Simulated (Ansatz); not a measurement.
CsLiCr2Te2S3:

```
CELL_PARAMETERS angstrom
3.31929 1.91639 6.87982
-3.31929 1.91639 6.87982
0.00000 -3.83279 6.87982
ATOMIC_POSITIONS crystal
Cs 0.00000 0.00000 0.00000
Li 0.50000 0.50000 0.50000
Cr 0.79848 0.79848 0.79848
Cr 0.20152 0.20152 0.20152
Te 0.67990 0.67990 0.67990
Te 0.32010 0.32010 0.32010
S 0.13626 0.86374 0.50000
S 0.50000 0.13626 0.86374
S 0.86374 0.50000 0.13626
```

The cell was built by a generator and needn't be a form met in nature.

Base run:

```yaml
Program: Ansatz 0.2.0
Functional: revPBE
Potentials_or_basis: all-electron LAPW, scalar-relativistic
Cutoff: 305 eV
Density_cutoff: 1221 eV
Basis_error_allowed: 0.002 eV/atom
k_mesh: 4 × 4 × 4
Occupations: fermi-dirac, width 0.05 eV
Spin: collinear spin, ferromagnetic start
Starting_moments: "[0.0, 0.0, 3.0, 3.0, 0.0, 0.0, 0.0, 0.0, 0.0] μB"
```

Its results: band gap on the k mesh none (metal or under the smearing width); pressure 1.4 GPa; net moment 4.00 μB per cell; site moments Cs -0.01; Li +0.01; Cr +2.29; Te -0.23; S -0.06 μB; largest force 0.084 eV/Å.

Task: The run is repeated on the same cell with these changes: functional from revPBE to RPBE. What comes out?

Result: Band gap on the k mesh none (metal or under the smearing width); pressure 1.8 GPa; net moment 4.00 μB per cell; site moments Cs -0.01; Li +0.01; Cr +2.30; Te -0.23; S -0.07 μB; largest force 0.126 eV/Å.

Caveats: the k mesh is thin for a metal, which can move the energy by tens of meV per atom; only a ferromagnetic start was run, and an antiferromagnetic order may lie lower in energy.

Not every run made on this cell is shown here.
